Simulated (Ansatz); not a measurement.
# C2H4Se: the cost of one run

All numbers below are computed with Ansatz 0.2.0 (RKS PBE0-D4/def2-SVP).

**1. The system as given**

Bond lengths: C1–C2 1.422 Å, C2–Se3 2.350 Å, C1–H4 1.068 Å, C1–H5 1.143 Å, C1–H6 1.139 Å, C2–H7 1.088 Å. Angles: C1–C2–Se3 179.4°, C1–C2–H7 121.5°, Se3–C2–H7 57.9°, C2–C1–H4 111.4°, C2–C1–H5 112.5°, C2–C1–H6 113.2°, H4–C1–H5 105.0°, H4–C1–H6 108.1°, H5–C1–H6 106.2°.

Structure file:

```xyz
7

C    -0.5983    0.5929    0.0001
C     0.4245   -0.3706    0.2170
Se    2.1088   -1.9748    0.5540
H    -1.4974    0.1345   -0.3499
H    -0.3196    1.3514   -0.8079
H    -0.8497    1.1986    0.9318
H     0.7930   -1.0000   -0.5908
```

**2. End point A**

Input file input.yaml:

```yaml
crystal:
  periodic: [false, false, false]
  atoms:
    - { symbol: C, position_ang: [-0.5983, 0.5929, 0.0001] }
    - { symbol: C, position_ang: [0.4245, -0.3706, 0.217] }
    - { symbol: Se, position_ang: [2.1088, -1.9748, 0.554] }
    - { symbol: H, position_ang: [-1.4974, 0.1345, -0.3499] }
    - { symbol: H, position_ang: [-0.3196, 1.3514, -0.8079] }
    - { symbol: H, position_ang: [-0.8497, 1.1986, 0.9318] }
    - { symbol: H, position_ang: [0.793, -1.0, -0.5908] }
basis:
  gaussian: { orbitals: def2-SVP }
hamiltonian:
  xc: pbe0
  dispersion: d4
relax:
  f_tol: 0.015
  max_steps: 40
```

Launch:

```sh
$ ansatz run input.yaml --threads 1 --pin off --max-ram 2048MiB --backend cpu --events-out ev --progress --plain --runs-dir out
```

Q: Estimate wall time and peak memory on 1 thread of Arm Neoverse V2, shared host.

About 26 s, with a peak of 0.15 GiB.
